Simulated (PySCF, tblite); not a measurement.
# CH₁₃NSi₄, a small molecule taken as a stand-in for a surface group: NMR shifts, core binding energies and electronic excitations, part 2 of 2

tblite 0.8.0 and PySCF 2.14.0. Atoms count from 0, parts from 1. Earlier steps stand in the parts before.

### Step 5. Core holes by ΔSCF: SCAN, X2C

What the job is given:

```
{"job": {"kind": "xps", "holes": 5}, "charge": 0, "multiplicity": 1}
Si    -0.350561    -0.333443     0.083120
Si    -0.911827     1.512385    -1.259015
Si    -1.110446     0.113737     2.264968
N      1.389786    -0.555950     0.124681
Si     2.652318     0.425033    -0.557460
C     -1.222898    -1.868897    -0.574171
H     -0.542526     1.306746    -2.694676
H     -2.398998     1.675386    -1.177107
H     -0.274927     2.773323    -0.767681
H     -0.493064     1.374604     2.784763
H     -0.718083    -1.004145     3.185572
H     -2.600186     0.258184     2.324840
H      1.704922    -1.286088     0.760793
H      3.733798    -0.435624    -1.130668
H      2.041220     1.249819    -1.641757
H      3.297604     1.350627     0.428135
H     -1.009081    -2.745965     0.057296
H     -2.314153    -1.717076    -0.582686
H     -0.894356    -2.094935    -1.600565
```

Level: delta-SCF UKS SCAN, pcX-2 on the ionised atom, pcseg-1 elsewhere, spin-free X2C.

The program printed:

```text
ground state, core basis on atom 0 (Si), 207 functions
  cycle   1  E = -1260.83800689  |g| = 6.09e-01
  cycle   2  E = -1260.68469005  |g| = 9.71e-01
  cycle   3  E = -1260.91993762  |g| = 1.43e-01
  cycle   4  E = -1260.92520589  |g| = 5.10e-02
  cycle   5  E = -1260.92587872  |g| = 1.28e-02
  cycle   6  E = -1260.92593505  |g| = 3.39e-03
  cycle   7  E = -1260.92593911  |g| = 9.58e-04
  cycle   8  E = -1260.92593805  |g| = 3.33e-04
  E(ground) = -1261.01699468 Eh
hole in Si 2p of atom 0
  cycle   1  E = -1256.65381529  |g| = 1.25e+00
  cycle   2  E = -1256.20603490  |g| = 1.35e+00
  cycle   3  E = -1256.92530692  |g| = 3.30e-01
  cycle   4  E = -1256.99831432  |g| = 8.70e-02
  cycle   5  E = -1257.00248369  |g| = 3.38e-02
  cycle   6  E = -1257.00303395  |g| = 1.10e-02
  cycle   7  E = -1257.00308762  |g| = 2.17e-03
  cycle   8  E = -1257.00309132  |g| = 4.72e-04
  E(ion) = -1257.10553597 Eh   <S^2> = 0.7517   hole on atom = 1.002   binding energy = 106.436 eV
  2p3/2 = 106.209 eV   2p1/2 = 106.832 eV
ground state, core basis on atom 1 (Si), 207 functions
  cycle   1  E = -1260.91947093  |g| = 2.87e-01
  cycle   2  E = -1260.91954198  |g| = 3.34e-02
  cycle   3  E = -1260.91950810  |g| = 2.62e-02
  cycle   4  E = -1260.91968183  |g| = 5.95e-03
  cycle   5  E = -1260.91969367  |g| = 6.54e-04
  cycle   6  E = -1260.91969493  |g| = 2.47e-04
  E(ground) = -1261.01082281 Eh
hole in Si 2p of atom 1
  cycle   1  E = -1256.65914856  |g| = 1.23e+00
  cycle   2  E = -1256.20180529  |g| = 1.27e+00
  cycle   3  E = -1256.89081711  |g| = 3.87e-01
  cycle   4  E = -1256.98238985  |g| = 1.72e-01
  cycle   5  E = -1256.99316934  |g| = 8.41e-02
  cycle   6  E = -1256.99701156  |g| = 1.85e-02
  cycle   7  E = -1256.99719745  |g| = 6.24e-03
  cycle   8  E = -1256.99721820  |g| = 2.15e-03
  cycle   9  E = -1256.99722179  |g| = 5.63e-04
  cycle  10  E = -1256.99722175  |g| = 2.15e-04
  E(ion) = -1257.09971300 Eh   <S^2> = 0.7529   hole on atom = 1.002   binding energy = 106.427 eV
  2p3/2 = 106.227 eV   2p1/2 = 106.850 eV
ground state, core basis on atom 2 (Si), 207 functions
  cycle   1  E = -1260.91936096  |g| = 2.87e-01
  cycle   2  E = -1260.91945751  |g| = 3.22e-02
  cycle   3  E = -1260.91948340  |g| = 2.08e-02
  cycle   4  E = -1260.91956779  |g| = 5.14e-03
  cycle   5  E = -1260.91957411  |g| = 1.24e-03
  cycle   6  E = -1260.91957645  |g| = 2.52e-04
  E(ground) = -1261.01066576 Eh
hole in Si 2p of atom 2
  cycle   1  E = -1256.66434091  |g| = 1.23e+00
  cycle   2  E = -1256.20641748  |g| = 1.28e+00
  cycle   3  E = -1256.88483895  |g| = 4.26e-01
  cycle   4  E = -1256.98482017  |g| = 1.91e-01
  cycle   5  E = -1256.99862498  |g| = 8.02e-02
  cycle   6  E = -1257.00235776  |g| = 1.87e-02
  cycle   7  E = -1257.00255503  |g| = 6.01e-03
  cycle   8  E = -1257.00257567  |g| = 2.08e-03
  cycle   9  E = -1257.00257796  |g| = 5.27e-04
  cycle  10  E = -1257.00257796  |g| = 1.67e-04
  E(ion) = -1257.10483457 Eh   <S^2> = 0.7529   hole on atom = 1.002   binding energy = 106.283 eV
  2p3/2 = 106.086 eV   2p1/2 = 106.709 eV
ground state, core basis on atom 3 (N), 196 functions
  cycle   1  E = -1260.84377171  |g| = 7.35e-02
  cycle   2  E = -1260.84378368  |g| = 1.79e-02
  cycle   3  E = -1260.84378256  |g| = 2.01e-02
  cycle   4  E = -1260.84388896  |g| = 5.41e-03
  cycle   5  E = -1260.84389830  |g| = 6.68e-04
  cycle   6  E = -1260.84389922  |g| = 1.29e-04
  E(ground) = -1260.97476831 Eh
hole in N 1s of atom 3
  cycle   1  E = -1245.26947676  |g| = 1.87e+00
  cycle   2  E = -1244.38806110  |g| = 2.18e+00
  cycle   3  E = -1245.91833538  |g| = 4.28e-01
  cycle   4  E = -1245.98222543  |g| = 1.59e-01
  cycle   5  E = -1245.99773951  |g| = 4.86e-02
  cycle   6  E = -1245.99910166  |g| = 1.16e-02
  cycle   7  E = -1245.99917942  |g| = 4.35e-03
  cycle   8  E = -1245.99919189  |g| = 1.24e-03
  cycle   9  E = -1245.99919112  |g| = 5.99e-04
  cycle  10  E = -1245.99919180  |g| = 1.40e-04
  E(ion) = -1246.12806208 Eh   <S^2> = 0.7657   hole on atom = 1.000   binding energy = 403.999 eV
ground state, core basis on atom 5 (C), 196 functions
  cycle   1  E = -1260.82766170  |g| = 5.82e-02
  cycle   2  E = -1260.82756974  |g| = 2.78e-02
  cycle   3  E = -1260.82757615  |g| = 2.72e-02
  cycle   4  E = -1260.82775259  |g| = 4.44e-03
  cycle   5  E = -1260.82775675  |g| = 6.51e-04
  cycle   6  E = -1260.82775613  |g| = 1.10e-04
  E(ground) = -1260.96059710 Eh
hole in C 1s of atom 5
  cycle   1  E = -1249.59207174  |g| = 1.51e+00
  cycle   2  E = -1248.90956840  |g| = 1.79e+00
  cycle   3  E = -1250.11323576  |g| = 3.51e-01
  cycle   4  E = -1250.14812409  |g| = 2.11e-01
  cycle   5  E = -1250.16912001  |g| = 6.65e-02
  cycle   6  E = -1250.17099597  |g| = 1.78e-02
  cycle   7  E = -1250.17118593  |g| = 5.24e-03
  cycle   8  E = -1250.17120710  |g| = 1.77e-03
  cycle   9  E = -1250.17120915  |g| = 7.58e-04
  cycle  10  E = -1250.17121151  |g| = 2.78e-04
  E(ion) = -1250.30261413 Eh   <S^2> = 0.7677   hole on atom = 1.000   binding energy = 290.018 eV
```

Run time: 61 s. Hardware: 1 thread of Intel Xeon 6975P-C, shared host; peak memory 0.76 GiB.

Binding energies by hole, beside the orbital energy of the ground state; the difference holds orbital relaxation and, for a density functional, its self-interaction error:

```csv
hole,stands for,environment,ΔSCF (eV; 2p as the shell's mean),−ε (eV),⟨S²⟩
Si2p on Si0,Si0,"silicon bonded to C, N, 2 Si",106.42,96.3,0.752
Si2p on Si1,Si1,"silicon bonded to Si, 3 H",106.44,96.0,0.753
Si2p on Si2,Si2,"silicon bonded to Si, 3 H",106.29,95.9,0.753
N1s on N3,N3,"nitrogen bonded to 2 Si, H",404.00,385.7,0.766
C1s on C5,C5,"carbon bonded to Si, 3 H",290.02,273.4,0.768
```

With the spin-orbit splitting: Si0 2p3/2 106.21, 2p1/2 106.83 eV; Si1 2p3/2 106.23, 2p1/2 106.85 eV; Si2 2p3/2 106.09, 2p1/2 106.71 eV. The table gives each 2p level as the mean over the whole 2p shell (two parts 2p3/2, one part 2p1/2), which differs a little from the single hole in the log.

### Step 6. TDDFT and polarisability: CAM-B3LYP/def2-SVPD

Same as in step 5 but for these lines:

```diff
@@ -1,2 +1,2 @@
-{"job": {"kind": "xps", "holes": 5}, "charge": 0, "multiplicity": 1}
+{"job": {"kind": "uv", "xc": "CAM-B3LYP", "basis": "def2-SVPD", "nstates": 6, "ntriplets": 2, "ip": true}, "charge": 0, "multiplicity": 1}
 Si    -0.350561    -0.333443     0.083120
```

Method: TDDFT CAM-B3LYP/def2-SVPD, vertical, gas phase, core orbitals frozen in the response.

The program printed:

```text
coarse grid: 16704 points
cycle   1  E = -1258.0101447245  dE = -1.421e-01  |g| = 4.609e-01  |ddm| = 5.391e+00
cycle   2  E = -1258.0077285400  dE =  2.416e-03  |g| = 4.986e-01  |ddm| = 1.113e+00
cycle   3  E = -1258.0630740367  dE = -5.535e-02  |g| = 6.425e-02  |ddm| = 5.486e-01
cycle   4  E = -1258.0640025669  dE = -9.285e-04  |g| = 2.852e-02  |ddm| = 1.356e-01
cycle   5  E = -1258.0642212682  dE = -2.187e-04  |g| = 4.617e-03  |ddm| = 4.636e-02
cycle   6  E = -1258.0642280616  dE = -6.793e-06  |g| = 7.938e-04  |ddm| = 1.336e-02
final grid: 139744 points
cycle   7  E = -1258.2246160483  dE = -1.365e-05  |g| = 2.723e-03  |ddm| = 4.713e-02
cycle   8  E = -1258.2246158876  dE =  1.606e-07  |g| = 2.959e-03  |ddm| = 8.586e-03
cycle   9  E = -1258.2246179859  dE = -2.098e-06  |g| = 2.833e-04  |ddm| = 3.312e-03
cycle  10  E = -1258.2246180024  dE = -1.648e-08  |g| = 1.284e-04  |ddm| = 5.289e-04
cycle  11  E = -1258.2246180067  dE = -4.298e-09  |g| = 1.619e-05  |ddm| = 2.438e-04
cycle  12  E = -1258.2246180068  dE = -1.141e-10  |g| = 4.945e-06  |ddm| = 5.015e-05
converged SCF energy = -1258.2246180068

Static polarisability (au): isotropic 136.011, principal 126.965 134.239 146.828

Singlet excitations
state   eV       nm        f      main configurations
  1   5.7126    217.0   0.01238   H->L 0.91
  2   6.3520    195.2   0.08403   H->L+2 0.55, H->L+1 0.28
  3   6.5286    189.9   0.03172   H-1->L 0.43, H->L+2 0.19, H->L+1 0.15
  4   6.7362    184.1   0.00815   H->L+1 0.38, H-1->L 0.36
  5   7.0448    176.0   0.02256   H-1->L+2 0.45, H-1->L+1 0.19
  6   7.1194    174.1   0.02446   H->L+3 0.59, H->L+7 0.08

Triplet excitations (Tamm-Dancoff, eV): 5.2404 5.6895
Vertical ionisation energy (delta-SCF) = 8.8271 eV
```

Run time: 2.7 min. Hardware: 1 thread of Intel Xeon 6975P-C, shared host; peak memory 1.3 GiB.

The orbitals next to the gap, with their largest atomic shares:

```csv
orbital,eV,atoms
HOMO−3,-10.76,"Si4 22 %, Si1 17 %, H14 16 %"
HOMO−2,-10.19,"Si0 17 %, N3 14 %, C5 14 %"
HOMO−1,-9.11,"Si1 23 %, Si0 22 %, N3 16 %"
HOMO,-8.33,"N3 30 %, Si2 19 %, Si0 17 %"
LUMO,0.54,"Si0 15 %, Si2 13 %, Si4 13 %"
LUMO+1,0.92,"Si1 21 %, Si2 20 %, Si4 10 %"
LUMO+2,1.04,"Si1 17 %, C5 14 %, Si2 12 %"
```

With each of the 6 states as a Gaussian band of 0.4 eV half-width at 1/e, the curve within the window shown has maxima at 193 nm (ε 4,800) L/(mol cm). Beyond the last state computed it falls off for lack of states. The curve at chosen wavelengths:

```tsv
nm	ε (L/mol/cm)
167	974
170	1556
173	2084
176	2477
179	2807
182	3218
185	3769
188	4352
191	4753
194	4789
197	4419
200	3749
203	2961
206	2221
209	1629
212	1205
215	919
218	724
221	581
224	463
227	360
230	270
233	195
236	134
239	89
242	57
```

Further results of this job:

```csv
property,computed
dipole moment (D),1.36
polarisability (Å³),20.15
HOMO–LUMO gap (eV),8.86
−ε(HOMO) (eV),8.33
```

### Step 7. What came out

What follows sums up all 2 parts.

| quantity | value |
| --- | --- |
| point group | C1 |
| rotational constants (main isotopes) | 1.45, 0.96, 0.82 GHz |
| ¹³C shifts against TMS (PBE0/pcSseg-1) | 4.3 ppm |
| ¹H shifts against TMS (PBE0/pcSseg-1) | 4.77, 4.71, 4.61, 3.80, 3.74, 3.48, 3.43, 3.39, 3.38, 0.71, 0.70, 0.02, -0.84 ppm |
| ²⁹Si shifts against TMS (PBE0/pcSseg-1) | -12.5, -50.0, -104.8, -105.9 ppm |
| ¹⁵N shifts against NH3 (PBE0/pcSseg-1) | 8.7 ppm |
| Si2p binding energies, SCAN/pcX-2 (standing for 3 of 4 atoms) | Si1 106.44, Si0 106.42, Si2 106.29 eV |
| N1s binding energies, SCAN/pcX-2 | N3 404.00 eV |
| C1s binding energies, SCAN/pcX-2 | C5 290.02 eV |
| lowest singlet (CAM-B3LYP/def2-SVPD) | 5.71 eV (217 nm), f = 0.012 |
| brightest single state of those computed | state 2, 6.35 eV, f = 0.084 |
| lowest triplet | 5.24 eV |
| vertical ionisation energy (ΔSCF) | 8.83 eV |

What this shows: Relaxing lowered the energy by 0.349 eV in 16 steps; the close pair that moved most is Si4–H13, from 1.441 to 1.496 Å (PBE0/def2-SVP). No frequency check was run at this level, so the end point may be a saddle. The Si2p levels kept as sound span 0.14 eV, from Si2 (silicon bonded to Si, 3 H) up to Si1 (silicon bonded to Si, 3 H). Only 3 of the 4 Si atoms are covered by sound results. The first singlet state (HOMO→LUMO 0.91) lies at 5.71 eV and is weak; of the 6 states computed, the strongest absorption comes from state 2 at 6.35 eV. The lowest triplet lies 0.47 eV below the lowest singlet (triplets in Tamm-Dancoff, singlets in full TDDFT). The orbital energy would give 8.33 eV for ionisation, ΔSCF gives 8.83 eV. A capped cluster stands for the solid here, so long-range fields and strain are missing, and bands or shifts of the capping hydrogens have no counterpart in it.
